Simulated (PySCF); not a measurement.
# Sm(CH3)2: other functionals and bases at one geometry

One table from this session's results is given with a row withheld; the runs are named, their logs left out.

Program: PySCF 2.14.0. Level of theory: several levels, as the steps say, no spin–orbit coupling. These are calculated values, not measurements.

1 further run of the same task is left out (for a known fault of the program).

**The system as given**

9 atoms, charge 0, spin multiplicity 1.

Bond lengths: Sm1–C2 2.552 Å, Sm1–C6 2.552 Å, C2–H3 1.109 Å, C2–H4 1.109 Å, C2–H5 1.109 Å, C6–H7 1.109 Å, C6–H8 1.109 Å, C6–H9 1.109 Å. Angles: C2–Sm1–C6 107.8°, Sm1–C2–H3 117.5°, Sm1–C2–H4 110.5°, Sm1–C2–H5 110.5°, H3–C2–H4 106.1°, H3–C2–H5 106.1°, H4–C2–H5 105.3°, Sm1–C6–H7 117.5°, Sm1–C6–H8 110.5°, Sm1–C6–H9 110.5°, H7–C6–H8 106.1°, H7–C6–H9 106.1°, H8–C6–H9 105.3°.

As a file:

```xyz
9

Sm    0.0000    0.0000   -0.6519
C     2.0625    0.0000    0.8515
H     3.0558    0.0000    0.3585
H     2.0537    0.8815    1.5247
H     2.0537   -0.8815    1.5247
C    -2.0625    0.0000    0.8515
H    -3.0558    0.0000    0.3585
H    -2.0537   -0.8815    1.5247
H    -2.0537    0.8815    1.5247
```

Formal oxidation states: Sm +2. Each metal's 6 4f electrons lie in its core potential, so multiplicities, spins and levels count the valence alone. An earlier session relaxed this geometry at PBE0, Sm lcecp-0-SVP with ECP52, C def2-SVP, H def2-SVP (singlet, point group C2v).

At PBE0 on the finer grid: E = -108.442354 Eh, frontier levels not given, since the 4f levels lie in the core, Mulliken charge on Sm1 +0.79 e, largest force component 0.018 eV/Å. 

Levels to run: BP86; M06-L; PBE0, TZVP. Hardware: 2 threads of Arm Neoverse V2, shared host.

The first run:

run.py (the lines that set the calculation)

```python
mol = gto.M(atom='''
Sm     0.00000     0.00000    -0.65185
C      2.06255     0.00000     0.85154
H      3.05579     0.00000     0.35855
H      2.05365     0.88147     1.52468
H      2.05365    -0.88147     1.52468
C     -2.06255     0.00000     0.85154
H     -3.05579     0.00000     0.35855
H     -2.05365    -0.88147     1.52468
H     -2.05365     0.88147     1.52468''',
    basis={'Sm': 'lcecp-0-SVP', 'C': 'def2-SVP', 'H': 'def2-SVP'},
    ecp={'Sm': 'lcecp-0-SVP'},
    charge=0, spin=0)
mf = dft.RKS(mol, xc='B88,P86')
mf.grids.atom_grid = (75, 302)  # f atoms: unpruned, at least (60, 302)
mf = mf.density_fit()  # fitting sets: Sm AutoAux, C def2-universal-JKFIT, H def2-universal-JKFIT
mf.conv_tol = 1e-08; mf.max_cycle = 55
mf.kernel(dm0)  # dm0: the density of the relaxed state
```

The run is started by

```sh
$ OMP_NUM_THREADS=2 python run.py
```

Among the steps run: BP86; M06-L; PBE0, TZVP.

One of the session's tables, all rows but one given; the rest of the session is left out.

```
              level  charge on Sm1 (e)  dipole (D)  largest force component (eV/Å)
PBE0 (relaxed here)               0.79        6.24                            0.02
               BP86               0.66        5.50                            0.23
              M06-L                  ?           ?                               ?
         PBE0, TZVP               1.20        6.60                            0.27
```

**Question.** Estimate the row for M06-L.

**Answer.** charge on Sm1 (e): 0.89; dipole (D): 6.64; largest force component (eV/Å): 0.10. In the column «charge on Sm1 (e)» it lies between PBE0 (relaxed here) (0.79) and PBE0, TZVP (1.20).

The largest leftover force, 0.27 eV/Å with PBE0, TZVP, stands at a geometry relaxed at another level. With 4f in the core, its levels are missing from HOMO and gap, and its count is fixed, so no charge can pass from the ligands into it. Total energies of different levels can't be compared.
